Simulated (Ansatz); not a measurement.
# C3H7NSi: two geometries relaxed

Are the two ends of the shift of H7 from C1 to C2 separate minima, and which lies lower? Each is relaxed from a guess. SMILES of the start: C=C=CN[SiH3].

Program: Ansatz 0.2.0. Level of theory: RKS BHLYP/6-31G*. These are calculated values, not measurements.

**1. The system as given**

Bond lengths: C1–C2 1.247 Å, C2–C3 1.287 Å, C3–N4 1.380 Å, N4–Si5 1.666 Å, C1–H6 1.098 Å, C1–H7 1.111 Å, C3–H8 1.098 Å, N4–H9 1.015 Å, Si5–H10 1.489 Å, Si5–H11 1.472 Å, Si5–H12 1.443 Å. Angles (14 of 16 angles, heavy atoms first): C1–C2–C3 179.5°, C2–C3–N4 122.3°, C3–N4–Si5 134.7°, C2–C1–H6 125.8°, C2–C1–H7 120.8°, C2–C3–H8 121.7°, N4–C3–H8 115.4°, C3–N4–H9 108.4°, Si5–N4–H9 116.9°, N4–Si5–H10 108.7°, N4–Si5–H11 104.4°, N4–Si5–H12 108.4°, H6–C1–H7 113.2°, H10–Si5–H11 110.4°.

Coordinates:

```xyz
12

C    -1.1715    1.8768    1.7068
C    -0.6662    0.8537    1.2051
C    -0.1388   -0.2040    0.6966
N     0.2315   -0.2786   -0.6306
Si    0.9688   -1.4334   -1.5782
H    -0.6170    2.7281    2.1243
H    -2.2708    2.0374    1.6858
H     0.1859   -1.0451    1.3237
H    -0.0311    0.5900   -1.0856
H     0.6993   -2.7749   -0.9909
H     2.4029   -1.1148   -1.4930
H     0.4840   -1.2904   -2.9300
```

**2. Relaxing end A**

The input, input.yaml:

```yaml
crystal:
  periodic: [false, false, false]
  atoms:
    - { symbol: C, position_ang: [-1.1715, 1.8768, 1.7068] }
    - { symbol: C, position_ang: [-0.6662, 0.8537, 1.2051] }
    - { symbol: C, position_ang: [-0.1388, -0.204, 0.6966] }
    - { symbol: "N", position_ang: [0.2315, -0.2786, -0.6306] }
    - { symbol: Si, position_ang: [0.9688, -1.4334, -1.5782] }
    - { symbol: H, position_ang: [-0.617, 2.7281, 2.1243] }
    - { symbol: H, position_ang: [-2.2708, 2.0374, 1.6858] }
    - { symbol: H, position_ang: [0.1859, -1.0451, 1.3237] }
    - { symbol: H, position_ang: [-0.0311, 0.59, -1.0856] }
    - { symbol: H, position_ang: [0.6993, -2.7749, -0.9909] }
    - { symbol: H, position_ang: [2.4029, -1.1148, -1.493] }
    - { symbol: H, position_ang: [0.484, -1.2904, -2.93] }
basis:
  gaussian: { orbitals: "6-31G*" }
hamiltonian:
  xc: { name: BHLYP }
relax:
  f_tol: 0.02
  max_steps: 50
output:
  orbitals: {}
```

The run is started by

```sh
$ ansatz run input.yaml --threads 2 --pin off --max-ram 3072MiB --backend cpu --events-out ev --progress --plain --runs-dir out
```

What it wrote, cut to the lines that bear on the results:

```text
Warning: RAYON_NUM_THREADS=2 ignored (pool sized by the plan → 2); use --threads N
[...]
Functional definition: BHLYP
[...]
1061 factors; integrals over basis functions are off by at most 6.8e-4 eV
[...]
mean field -12587.11149313 eV, -462.5678155218 hartree, gradient 3.0e-5 eV, S^2 0.000000; 0 other end points of the search recorded, 0 dependent functions left out
[...]
reference -12587.11166494 eV, -462.5678218358 hartree; 23, 23 occupied and 70, 70 virtual orbitals, 1061 factors
relax step   1: F+E_penalty+E_count = -12587.11149313 eV  Δ(F+E_penalty+E_count) = +0.000e0 eV  max|allowed force component| = 4.076e0 eV/Å  Δτ_max = 0.0000 Å  (28 SCF iters, accepted)
[...]
relax step   7: F+E_penalty+E_count = -12587.54690731 eV  Δ(F+E_penalty+E_count) = -3.299e-3 eV  max|allowed force component| = 6.956e-2 eV/Å  Δτ_max = 0.0401 Å  (32 SCF iters, accepted)
[...]
relax step   8: F+E_penalty+E_count = -12587.54729305 eV  Δ(F+E_penalty+E_count) = -3.857e-4 eV  max|allowed force component| = 7.065e-3 eV/Å  Δτ_max = 0.0212 Å  (33 SCF iters, accepted)
1061 factors; integrals over basis functions are off by at most 7.2e-4 eV
mean field -12587.54729305 eV, -462.5838308735 hartree, gradient 2.1e-5 eV, S^2 0.000000; 1 other end points of the search recorded, 0 dependent functions left out
[...]
reference -12587.54746585 eV, -462.5838372238 hartree; 23, 23 occupied and 70, 70 virtual orbitals, 1061 factors
Total energy: -12587.54746585 eV, -462.5838372238 hartree
Atom 0 at    -1.171730     1.931760     1.826139 Å, force     0.000368    -0.000759    -0.000156 eV/Å
Atom 1 at    -0.674612     0.906302     1.202753 Å, force     0.002646    -0.002632     0.001266 eV/Å
Atom 2 at    -0.190094    -0.133543     0.583174 Å, force    -0.002651    -0.000336    -0.003206 eV/Å
Atom 3 at     0.046192    -0.244260    -0.790034 Å, force     0.001174     0.007065     0.001238 eV/Å
Atom 4 at     1.049466    -1.438685    -1.538612 Å, force     0.000629     0.002991    -0.002709 eV/Å
Atom 5 at    -0.542915     2.700864     2.253862 Å, force    -0.000309    -0.000855     0.001576 eV/Å
Atom 6 at    -2.238141     2.064089     1.949653 Å, force    -0.001129     0.001708     0.000220 eV/Å
Atom 7 at     0.039735    -1.024258     1.150557 Å, force     0.002301     0.003059     0.005545 eV/Å
Atom 8 at    -0.211052     0.574504    -1.311268 Å, force    -0.000758    -0.006549    -0.005001 eV/Å
Atom 9 at     0.782421    -2.732251    -0.881054 Å, force    -0.000822    -0.001744    -0.003576 eV/Å
Atom 10 at     2.505074    -1.181730    -1.444994 Å, force    -0.003762    -0.001132     0.001587 eV/Å
Atom 11 at     0.682656    -1.477994    -2.966177 Å, force     0.002315    -0.000815     0.003215 eV/Å
Dipole moment:     0.022254     0.059913    -0.105842 e Å
```

Wall time 23 s (2 threads of Arm Neoverse V1, shared host); peak memory 0.2 GiB.

The steps of the relaxation:

| step | energy from step 1 (eV) | largest force component (eV/Å) |
| --- | --- | --- |
| 1 | 0.0000 | 4.0758 |
| 2 | -0.2684 | 1.3751 |
| 3 | -0.4178 | 0.4740 |
| 4 | -0.4281 | 0.2683 |
| 5 | -0.4306 | 0.2877 |
| 6 | -0.4321 | 0.1506 |
| 7 | -0.4354 | 0.0696 |
| 8 | -0.4358 | 0.0071 |

Step 1 is the start.

After: Bond lengths: C1–C2 1.299 Å, C2–C3 1.304 Å, C3–N4 1.398 Å, N4–Si5 1.730 Å, C1–H6 1.082 Å, C1–H7 1.082 Å, C3–H8 1.081 Å, N4–H9 1.004 Å, Si5–H10 1.475 Å, Si5–H11 1.481 Å, Si5–H12 1.474 Å. Angles (14 of 16 angles, heavy atoms first): C1–C2–C3 179.2°, C2–C3–N4 126.4°, C3–N4–Si5 125.3°, C2–C1–H6 121.9°, C2–C1–H7 121.9°, C2–C3–H8 119.1°, N4–C3–H8 114.5°, C3–N4–H9 113.7°, Si5–N4–H9 119.1°, N4–Si5–H10 107.9°, N4–Si5–H11 115.0°, N4–Si5–H12 107.0°, H6–C1–H7 116.2°, H10–Si5–H11 107.6°.

**3. End point B**

The second end starts from a geometry with the move made by hand.

input.yaml, as its differences from that of step 2:

```diff
@@ -9,3 +9,3 @@
     - { symbol: H, position_ang: [-0.617, 2.7281, 2.1243] }
-    - { symbol: H, position_ang: [-2.2708, 2.0374, 1.6858] }
+    - { symbol: H, position_ang: [-1.46695, 1.23634, 0.57226] }
     - { symbol: H, position_ang: [0.1859, -1.0451, 1.3237] }
@@ -22,3 +22 @@
   max_steps: 50
-output:
-  orbitals: {}
```

The run is started by

```sh
$ ansatz run input.yaml --threads 2 --pin off --max-ram 3072MiB --backend cpu --events-out ev --progress --plain --runs-dir out
```

What it wrote:

```text
Warning: RAYON_NUM_THREADS=2 ignored (pool sized by the plan → 2); use --threads N
The last accepted step is kept in <dir> (removed where the run ends without a failure and the disk answers)
Engine: ansatz 0.2.0, aarch64-unknown-linux-gnu
[... 1 set-up line as earlier in the session ...]
  parameter a = 0.5
  exchange = (1 - a)*b88_x + a*exact_x
  correlation = lyp_c
1060 factors; integrals over basis functions are off by at most 6.8e-4 eV
mean field evaluation 1: about -12578.6151 eV, gradient 4.4e1 eV
mean field evaluation 2: about -12579.7427 eV, gradient 3.9e1 eV
mean field evaluation 4: about -12582.9035 eV, gradient 2.9e0 eV
mean field evaluation 8: about -12582.9895 eV, gradient 8.0e-2 eV
mean field evaluation 16: about -12582.9896 eV, gradient 1.0e-4 eV
mean field -12582.98955257 eV, -462.4163370004 hartree, gradient 2.5e-5 eV, S^2 0.000000; 0 other end points of the search recorded, 0 dependent functions left out
the calculation of the forces begins
reference -12582.98972481 eV, -462.4163433299 hartree; 23, 23 occupied and 70, 70 virtual orbitals, 1060 factors
relax step   1: F+E_penalty+E_count = -12582.98955257 eV  Δ(F+E_penalty+E_count) = +0.000e0 eV  max|allowed force component| = 3.619e0 eV/Å  Δτ_max = 0.0000 Å  (30 SCF iters, accepted)
these checks for a lower state are left out or cut short: starts, cluster_reference, orbital_swaps, neighbouring_geometries, increment
1060 factors; integrals over basis functions are off by at most 7.2e-4 eV
mean field -12583.80458948 eV, -462.4462890544 hartree, gradient 1.4e-5 eV, S^2 0.000000; 0 other end points of the search recorded, 0 dependent functions left out
the calculation of the forces begins
reference -12583.80476397 eV, -462.4462954667 hartree; 23, 23 occupied and 70, 70 virtual orbitals, 1060 factors
relax step   2: F+E_penalty+E_count = -12583.80458948 eV  Δ(F+E_penalty+E_count) = -8.150e-1 eV  max|allowed force component| = 2.246e0 eV/Å  Δτ_max = 0.1946 Å  (35 SCF iters, accepted)
these checks for a lower state are left out or cut short: starts, cluster_reference, orbital_swaps, neighbouring_geometries, increment
1060 factors; integrals over basis functions are off by at most 7.5e-4 eV
mean field evaluation 32: about -12584.1465 eV, gradient 9.7e-6 eV
mean field -12584.14653318 eV, -462.4588552534 hartree, gradient 1.1e-5 eV, S^2 0.000000; 0 other end points of the search recorded, 0 dependent functions left out
the calculation of the forces begins
reference -12584.14670780 eV, -462.4588616705 hartree; 23, 23 occupied and 70, 70 virtual orbitals, 1060 factors
relax step   3: F+E_penalty+E_count = -12584.14653318 eV  Δ(F+E_penalty+E_count) = -3.419e-1 eV  max|allowed force component| = 1.273e0 eV/Å  Δτ_max = 0.1986 Å  (35 SCF iters, accepted)
these checks for a lower state are left out or cut short: starts, cluster_reference, orbital_swaps, neighbouring_geometries, increment
1060 factors; integrals over basis functions are off by at most 7.4e-4 eV
mean field -12584.27760037 eV, -462.4636718838 hartree, gradient 1.3e-5 eV, S^2 0.000000; 0 other end points of the search recorded, 0 dependent functions left out
the calculation of the forces begins
reference -12584.27777630 eV, -462.4636783492 hartree; 23, 23 occupied and 70, 70 virtual orbitals, 1060 factors
relax step   4: F+E_penalty+E_count = -12584.27760037 eV  Δ(F+E_penalty+E_count) = -1.311e-1 eV  max|allowed force component| = 1.590e0 eV/Å  Δτ_max = 0.1006 Å  (35 SCF iters, accepted)
these checks for a lower state are left out or cut short: starts, cluster_reference, orbital_swaps, neighbouring_geometries, increment
1060 factors; integrals over basis functions are off by at most 7.3e-4 eV
mean field -12584.65736077 eV, -462.4776278213 hartree, gradient 1.4e-5 eV, S^2 0.000000; 0 other end points of the search recorded, 0 dependent functions left out
the calculation of the forces begins
reference -12584.65753729 eV, -462.4776343080 hartree; 23, 23 occupied and 70, 70 virtual orbitals, 1060 factors
relax step   5: F+E_penalty+E_count = -12584.65736077 eV  Δ(F+E_penalty+E_count) = -3.798e-1 eV  max|allowed force component| = 2.190e0 eV/Å  Δτ_max = 0.2000 Å  (34 SCF iters, accepted)
these checks for a lower state are left out or cut short: starts, cluster_reference, orbital_swaps, neighbouring_geometries, increment
1060 factors; integrals over basis functions are off by at most 7.2e-4 eV
mean field -12585.23855722 eV, -462.4989863969 hartree, gradient 2.7e-5 eV, S^2 0.000000; 0 other end points of the search recorded, 0 dependent functions left out
the calculation of the forces begins
reference -12585.23873362 eV, -462.4989928792 hartree; 23, 23 occupied and 70, 70 virtual orbitals, 1060 factors
relax step   6: F+E_penalty+E_count = -12585.23855722 eV  Δ(F+E_penalty+E_count) = -5.812e-1 eV  max|allowed force component| = 2.935e0 eV/Å  Δτ_max = 0.1950 Å  (32 SCF iters, accepted)
these checks for a lower state are left out or cut short: starts, cluster_reference, orbital_swaps, neighbouring_geometries, increment
1060 factors; integrals over basis functions are off by at most 7.1e-4 eV
mean field -12585.84607755 eV, -462.5213123570 hartree, gradient 9.9e-6 eV, S^2 0.000000; 0 other end points of the search recorded, 0 dependent functions left out
the calculation of the forces begins
reference -12585.84625262 eV, -462.5213187910 hartree; 23, 23 occupied and 70, 70 virtual orbitals, 1060 factors
relax step   7: F+E_penalty+E_count = -12585.84607755 eV  Δ(F+E_penalty+E_count) = -6.075e-1 eV  max|allowed force component| = 3.569e0 eV/Å  Δτ_max = 0.1953 Å  (33 SCF iters, accepted)
these checks for a lower state are left out or cut short: starts, cluster_reference, orbital_swaps, neighbouring_geometries, increment
1060 factors; integrals over basis functions are off by at most 7.0e-4 eV
mean field evaluation 64: about -12586.5815 eV, gradient 3.2e-1 eV
mean field -12586.58199674 eV, -462.5483568885 hartree, gradient 2.7e-5 eV, S^2 0.000000; 0 other end points of the search recorded, 0 dependent functions left out
the calculation of the forces begins
reference -12586.58217049 eV, -462.5483632737 hartree; 23, 23 occupied and 70, 70 virtual orbitals, 1060 factors
relax step   8: F+E_penalty+E_count = -12586.58199674 eV  Δ(F+E_penalty+E_count) = -7.359e-1 eV  max|allowed force component| = 2.705e0 eV/Å  Δτ_max = 0.1951 Å  (32 SCF iters, accepted)
these checks for a lower state are left out or cut short: starts, cluster_reference, orbital_swaps, neighbouring_geometries, increment
1060 factors; integrals over basis functions are off by at most 7.1e-4 eV
mean field -12587.00472275 eV, -462.5638917829 hartree, gradient 9.5e-6 eV, S^2 0.000000; 0 other end points of the search recorded, 0 dependent functions left out
the calculation of the forces begins
reference -12587.00489692 eV, -462.5638981835 hartree; 23, 23 occupied and 70, 70 virtual orbitals, 1060 factors
relax step   9: F+E_penalty+E_count = -12587.00472275 eV  Δ(F+E_penalty+E_count) = -4.227e-1 eV  max|allowed force component| = 2.454e0 eV/Å  Δτ_max = 0.1998 Å  (34 SCF iters, accepted)
these checks for a lower state are left out or cut short: starts, cluster_reference, orbital_swaps, neighbouring_geometries, increment
1060 factors; integrals over basis functions are off by at most 7.2e-4 eV
mean field -12587.39439317 eV, -462.5782119066 hartree, gradient 2.2e-5 eV, S^2 0.000000; 0 other end points of the search recorded, 0 dependent functions left out
the calculation of the forces begins
reference -12587.39456658 eV, -462.5782182792 hartree; 23, 23 occupied and 70, 70 virtual orbitals, 1060 factors
relax step  10: F+E_penalty+E_count = -12587.39439317 eV  Δ(F+E_penalty+E_count) = -3.897e-1 eV  max|allowed force component| = 6.946e-1 eV/Å  Δτ_max = 0.2000 Å  (32 SCF iters, accepted)
these checks for a lower state are left out or cut short: starts, cluster_reference, orbital_swaps, neighbouring_geometries, increment
1060 factors; integrals over basis functions are off by at most 7.3e-4 eV
mean field -12587.49770395 eV, -462.5820085077 hartree, gradient 1.6e-5 eV, S^2 0.000000; 0 other end points of the search recorded, 0 dependent functions left out
the calculation of the forces begins
reference -12587.49787679 eV, -462.5820148594 hartree; 23, 23 occupied and 70, 70 virtual orbitals, 1060 factors
relax step  11: F+E_penalty+E_count = -12587.49770395 eV  Δ(F+E_penalty+E_count) = -1.033e-1 eV  max|allowed force component| = 3.360e-1 eV/Å  Δτ_max = 0.2000 Å  (33 SCF iters, accepted)
these checks for a lower state are left out or cut short: starts, cluster_reference, orbital_swaps, neighbouring_geometries, increment
1060 factors; integrals over basis functions are off by at most 7.3e-4 eV
mean field evaluation 96: about -12587.5207 eV, gradient 2.0e-5 eV
mean field -12587.52074013 eV, -462.5828550719 hartree, gradient 2.0e-5 eV, S^2 0.000000; 0 other end points of the search recorded, 0 dependent functions left out
the calculation of the forces begins
reference -12587.52091240 eV, -462.5828614025 hartree; 23, 23 occupied and 70, 70 virtual orbitals, 1060 factors
relax step  12: F+E_penalty+E_count = -12587.52074013 eV  Δ(F+E_penalty+E_count) = -2.304e-2 eV  max|allowed force component| = 2.951e-1 eV/Å  Δτ_max = 0.2000 Å  (32 SCF iters, accepted)
these checks for a lower state are left out or cut short: starts, cluster_reference, orbital_swaps, neighbouring_geometries, increment
1060 factors; integrals over basis functions are off by at most 7.4e-4 eV
mean field -12587.52533919 eV, -462.5830240841 hartree, gradient 1.0e-5 eV, S^2 0.000000; 0 other end points of the search recorded, 0 dependent functions left out
the calculation of the forces begins
reference -12587.52551177 eV, -462.5830304262 hartree; 23, 23 occupied and 70, 70 virtual orbitals, 1060 factors
relax step  13: F+E_penalty+E_count = -12587.52533919 eV  Δ(F+E_penalty+E_count) = -4.599e-3 eV  max|allowed force component| = 4.034e-1 eV/Å  Δτ_max = 0.1233 Å  (32 SCF iters, accepted)
these checks for a lower state are left out or cut short: starts, cluster_reference, orbital_swaps, neighbouring_geometries, increment
1060 factors; integrals over basis functions are off by at most 7.0e-4 eV
mean field -12587.54405867 eV, -462.5837120122 hartree, gradient 1.8e-5 eV, S^2 0.000000; 0 other end points of the search recorded, 0 dependent functions left out
the calculation of the forces begins
reference -12587.54423135 eV, -462.5837183582 hartree; 23, 23 occupied and 70, 70 virtual orbitals, 1060 factors
relax step  14: F+E_penalty+E_count = -12587.54405867 eV  Δ(F+E_penalty+E_count) = -1.872e-2 eV  max|allowed force component| = 2.036e-1 eV/Å  Δτ_max = 0.1996 Å  (31 SCF iters, accepted)
these checks for a lower state are left out or cut short: starts, cluster_reference, orbital_swaps, neighbouring_geometries, increment
1060 factors; integrals over basis functions are off by at most 7.1e-4 eV
mean field -12587.54161117 eV, -462.5836220682 hartree, gradient 2.1e-5 eV, S^2 0.000000; 0 other end points of the search recorded, 0 dependent functions left out
the calculation of the forces begins
reference -12587.54178355 eV, -462.5836284033 hartree; 23, 23 occupied and 70, 70 virtual orbitals, 1060 factors
relax step  15: F+E_penalty+E_count = -12587.54161117 eV  Δ(F+E_penalty+E_count) = +2.447e-3 eV  max|allowed force component| = 2.638e-1 eV/Å  Δτ_max = 0.0343 Å  (33 SCF iters, rejected (line search))
these checks for a lower state are left out or cut short: starts, cluster_reference, orbital_swaps, neighbouring_geometries, increment
1060 factors; integrals over basis functions are off by at most 7.0e-4 eV
mean field -12587.54657357 eV, -462.5838044331 hartree, gradient 1.0e-5 eV, S^2 0.000000; 0 other end points of the search recorded, 0 dependent functions left out
the calculation of the forces begins
reference -12587.54674618 eV, -462.5838107765 hartree; 23, 23 occupied and 70, 70 virtual orbitals, 1060 factors
relax step  16: F+E_penalty+E_count = -12587.54657357 eV  Δ(F+E_penalty+E_count) = -2.515e-3 eV  max|allowed force component| = 9.301e-2 eV/Å  Δτ_max = 0.0171 Å  (26 SCF iters, accepted)
these checks for a lower state are left out or cut short: starts, cluster_reference, orbital_swaps, neighbouring_geometries, increment
1060 factors; integrals over basis functions are off by at most 7.1e-4 eV
mean field evaluation 128: about -12587.5474 eV, gradient 8.9e-4 eV
mean field -12587.54738587 eV, -462.5838342846 hartree, gradient 2.1e-5 eV, S^2 0.000000; 0 other end points of the search recorded, 0 dependent functions left out
the calculation of the forces begins
reference -12587.54755826 eV, -462.5838406198 hartree; 23, 23 occupied and 70, 70 virtual orbitals, 1060 factors
relax step  17: F+E_penalty+E_count = -12587.54738587 eV  Δ(F+E_penalty+E_count) = -8.123e-4 eV  max|allowed force component| = 1.646e-2 eV/Å  Δτ_max = 0.0351 Å  (32 SCF iters, accepted)
1060 factors; integrals over basis functions are off by at most 7.1e-4 eV
mean field -12587.54738587 eV, -462.5838342846 hartree, gradient 2.1e-5 eV, S^2 0.000000; 1 other end points of the search recorded, 0 dependent functions left out
the calculation of the forces begins
reference -12587.54755826 eV, -462.5838406198 hartree; 23, 23 occupied and 70, 70 virtual orbitals, 1060 factors
Total energy: -12587.54755826 eV, -462.5838406198 hartree
Atom 0 at    -1.158457     1.893148     1.669765 Å, force     0.006537     0.006782     0.004550 eV/Å
Atom 1 at    -0.640715     0.858800     1.078965 Å, force     0.010702    -0.016462     0.002712 eV/Å
Atom 2 at    -0.130836    -0.188503     0.492918 Å, force    -0.010889     0.005295    -0.007513 eV/Å
Atom 3 at     0.146313    -0.319985    -0.870577 Å, force     0.001049     0.001157    -0.000609 eV/Å
Atom 4 at     1.154171    -1.533629    -1.581541 Å, force    -0.004180     0.013451     0.005811 eV/Å
Atom 5 at    -0.543143     2.672884     2.098368 Å, force    -0.009107    -0.002333     0.001301 eV/Å
Atom 6 at    -2.228165     2.022700     1.763876 Å, force    -0.001030     0.003153    -0.000579 eV/Å
Atom 7 at     0.088406    -1.066504     1.084279 Å, force     0.003512     0.005034    -0.005642 eV/Å
Atom 8 at    -0.099054     0.488523    -1.413093 Å, force     0.007305    -0.013029    -0.000979 eV/Å
Atom 9 at     0.792762    -2.843722    -1.006282 Å, force    -0.002264    -0.000459     0.001836 eV/Å
Atom 10 at     2.606244    -1.341009    -1.364233 Å, force    -0.002263     0.000369    -0.001530 eV/Å
Atom 11 at     0.893324    -1.498963    -3.031985 Å, force     0.000627    -0.002958     0.000640 eV/Å
Dipole moment:     0.022635     0.058302    -0.104045 e Å
```

Run time: 48 s. Hardware: 2 threads of Arm Neoverse V1, shared host; peak memory 0.19 GiB.

Relaxation path:

| step | energy from step 1 (eV) | largest force component (eV/Å) |
| --- | --- | --- |
| 1 | 0.0000 | 3.6190 |
| 2 | -0.8150 | 2.2460 |
| 3 | -1.1570 | 1.2727 |
| 4 | -1.2880 | 1.5897 |
| 5 | -1.6678 | 2.1896 |
| 6 | -2.2490 | 2.9347 |
| 7 | -2.8565 | 3.5690 |
| 8 | -3.5924 | 2.7054 |
| 9 | -4.0152 | 2.4536 |
| 10 | -4.4048 | 0.6946 |
| 11 | -4.5082 | 0.3360 |
| 12 | -4.5312 | 0.2951 |
| 13 | -4.5358 | 0.4034 |
| 14 | -4.5545 | 0.2036 |
| 15x | -4.5521 | 0.2638 |
| 16 | -4.5570 | 0.0930 |
| 17 | -4.5578 | 0.0165 |

Step 1 is the start. 1 step was tried and not accepted (marked x).

After: Bond lengths: C1–C2 1.299 Å, C2–C3 1.304 Å, C3–N4 1.398 Å, N4–Si5 1.730 Å, C1–H6 1.082 Å, C1–H7 1.082 Å, C3–H8 1.081 Å, N4–H9 1.004 Å, Si5–H10 1.476 Å, Si5–H11 1.481 Å, Si5–H12 1.474 Å. Angles (14 of 16 angles, heavy atoms first): C1–C2–C3 179.3°, C2–C3–N4 126.3°, C3–N4–Si5 125.6°, C2–C1–H6 121.8°, C2–C1–H7 122.0°, C2–C3–H8 119.1°, N4–C3–H8 114.6°, C3–N4–H9 113.8°, Si5–N4–H9 119.0°, N4–Si5–H10 108.7°, N4–Si5–H11 114.8°, N4–Si5–H12 106.5°, H6–C1–H7 116.2°, H10–Si5–H11 107.4°.

Pairs that crossed the distance rule for bonds on the way: came closer C1–H7; moved apart C2–H7.

**4. Outcome**

```
                           quantity                     value
                              end A   7 moves, 0.436 eV lower
                              end B  15 moves, 4.558 eV lower
largest difference between the ends                    0.08 Å
            end B relative to end A                 -0.000 eV
```

Both starts fell into the same minimum (no atom differs by more than 0.08 Å), so from this start no second minimum was found and no band was run; another arrangement could still be one.
